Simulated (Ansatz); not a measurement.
# AlF3H4O: the cost of one run

The runs use Ansatz 0.2.0, Gaussian basis; PBE0-D4, def2-SVP first, then def2-TZVP.

152 further runs of the same task are left out: 152 set aside as unsound or not needed.

### 1 Where the work starts

The guess: 9 atoms, charge 0, spin multiplicity 1.

Atoms are counted from 1 here; the program's logs count them from 0.

Bond lengths: Al1–H2 1.631 Å, Al1–F3 1.676 Å, Al1–F4 1.659 Å, Al1–O6 1.970 Å, Al1–H7 1.693 Å, Al1–F8 1.927 Å, H5–O6 0.961 Å, O6–H9 0.963 Å, H7–F8 1.168 Å. Angles: H2–Al1–F3 110.8°, H2–Al1–F4 105.5°, H2–Al1–O6 97.7°, H2–Al1–H7 42.5°, H2–Al1–F8 78.8°, F3–Al1–F4 107.0°, F3–Al1–O6 82.4°, F3–Al1–H7 151.5°, F3–Al1–F8 158.2°, F4–Al1–O6 149.3°, F4–Al1–H7 92.9°, F4–Al1–F8 88.2°, O6–Al1–H7 90.8°, O6–Al1–F8 76.8°, H7–Al1–F8 36.9°, Al1–O6–H5 136.4°, Al1–O6–H9 110.4°, H5–O6–H9 112.0° and more.

Geometry (Å):

```xyz
9
charge 0, multiplicity 1
Al   -0.19920   -0.56590    0.39510
H    -1.67020   -0.01060   -0.03900
F     0.24780   -1.87260   -0.55460
F    -0.37830   -1.13100    1.94450
H     1.28540    1.29050   -0.98310
O     0.86220    0.42860   -0.93410
H    -1.15490    0.80020    0.69060
F    -0.15220    1.22070    1.11610
H     1.15930   -0.15990   -1.63550
```

Distances that are to change: Al1–O6 1.97 Å, H5–F8 2.55 Å, H2–H7 1.21 Å, Al1–H2 1.63 Å, H5–O6 0.96 Å, H7–F8 1.17 Å.

### 2 Relaxing the guess with the reacting distances held

Input file hold/in.yaml:

```yaml
crystal:
  periodic: [false, false, false]
  atoms:
    - {symbol: Al, position_ang: [-0.199200, -0.565900, 0.395100]}
    - {symbol: H, position_ang: [-1.670200, -0.010600, -0.039000]}
    - {symbol: F, position_ang: [0.247800, -1.872600, -0.554600]}
    - {symbol: F, position_ang: [-0.378300, -1.131000, 1.944500]}
    - {symbol: H, position_ang: [1.285400, 1.290500, -0.983100]}
    - {symbol: O, position_ang: [0.862200, 0.428600, -0.934100]}
    - {symbol: H, position_ang: [-1.154900, 0.800200, 0.690600]}
    - {symbol: F, position_ang: [-0.152200, 1.220700, 1.116100]}
    - {symbol: H, position_ang: [1.159300, -0.159900, -1.635500]}
basis:
  gaussian: {orbitals: def2-SVP}
hamiltonian: {xc: pbe0, dispersion: d4}
relax: {f_tol: 0.04, max_steps: 150, escape_saddle: false, constraints: [{distance: [0, 5]}, {distance: [4, 7]}, {distance: [1, 6]}, {distance: [0, 1]}, {distance: [4, 5]}, {distance: [6, 7]}]}
```

Launch:

```
ansatz run in.yaml --threads 4 --pin off --events-out ev --progress --plain --max-ram 9574MiB
```

**Question.** How long does this run take on 4 threads of Arm Neoverse V2, shared host?

About 14 s.
